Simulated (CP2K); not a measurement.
**BiTe under changes of volume**

One of the cells (33.855 Å³/atom); the others are scaled copies at fixed shape and fractional positions:

```
Bi Te
1.0
     4.57498    0.00000    0.00000
     2.28749    3.96205    0.00000
     2.28749    1.32068    3.73546
Bi Te
1 1
Direct
  0.00000 0.00000 0.00000
  0.50000 0.50000 0.50000
```

* Program: CP2K 2026.2
* Functional: r2SCAN
* Potentials or basis: POTENTIAL_UZH Bi GTH-SCAN-q5, Te GTH-SCAN-q6; TZVP-MOLOPT-SCAN-GTH basis
* Density cutoff: 9184 eV
* k mesh: 7 × 7 × 7
* Occupations: fermi-dirac, width 0.1 eV
* Spin: no spin polarisation

| volume (Å³/atom) | energy over the lowest point (meV/atom) | pressure (GPa) |
| --- | --- | --- |
| 31.824 | ? | ? |
| 32.501 | 3.95 | 1.6 |
| 33.178 | 0.00 | 0.4 |
| 33.855 | 0.51 | -0.6 |
| 34.532 | 5.02 | -1.5 |
| 35.209 | 13.13 | -2.3 |
| 35.886 | 24.45 | -3.0 |

Q: What does the run at 31.824 Å³/atom give?

A: Energy over the lowest point 12.87 meV/atom; pressure 2.8 GPa.

Worked out: A Birch-Murnaghan fit of order 3 (a polynomial in V^(-2/3)) to the other rows has its minimum at 33.43 Å³/atom with B0 = V·E''(V) = 50 GPa and B' = 4.4. It gives 12.88 meV/atom at 31.824 Å³/atom, against the run's 12.87, and -dE/dV = 2.7 GPa, against 2.8.

Energies are extrapolated to zero smearing.

Caveats: the basis of atomic orbitals isn't converged, which shifts pressures, moduli and gaps.
